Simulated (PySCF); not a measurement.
# C2H6N2Si2: the cost of one run

The runs use PySCF 2.14.0, with density-fitted response routines of our own; the level of theory stands in each step. All values are computed, except where a source is named. Atoms are numbered from 0 throughout.

## (1) The molecule as given

12 atoms, charge 0, multiplicity 1; geometry from: GFN2-xTB. The atoms were then displaced at random by about 0.01 Å, so the start is not that level's minimum.

Bonds of the start (Å): N0–C1 1.14, C1–C2 1.42, C2–N3 1.22, N3–Si4 1.74, Si4–Si5 2.33, C2–H6 1.12, Si4–H7 1.45, Si4–H8 1.44, Si5–H9 1.48, Si5–H10 1.47, Si5–H11 1.46.

## (2) Relaxing the molecule at PBE0-D3(BJ)/def2-SVP

The job: settings as JSON, then the geometry in Å.

```
{"job": {"xc": "PBE0", "basis": "def2-SVP", "d3": "d3bj", "grid": 1, "shake": 0.01, "kind": "geom"}, "charge": 0, "multiplicity": 1}
N      2.683770     1.488210    -1.633720
C      2.363250     0.922510    -0.698580
C      1.952480     0.190630     0.443710
N      0.999740    -0.560590     0.517140
Si    -0.357920    -0.950940    -0.505670
Si    -2.095280     0.209800     0.521060
H      2.626160     0.313020     1.326540
H     -0.384000    -2.390410    -0.323920
H     -0.217390    -0.638390    -1.907610
H     -2.197110    -0.047960     1.970860
H     -3.366260    -0.220340    -0.070770
H     -1.967750     1.656180     0.351930
```

On the command line:

```bash
OMP_NUM_THREADS=1 python probes_run.py task.json out
```

This one command runs all jobs of the session in turn.

Q: Estimate the wall time and peak memory of this first job on 1 thread of Arm Neoverse V1, shared host.

About 54 s, with a peak of 0.52 GiB.
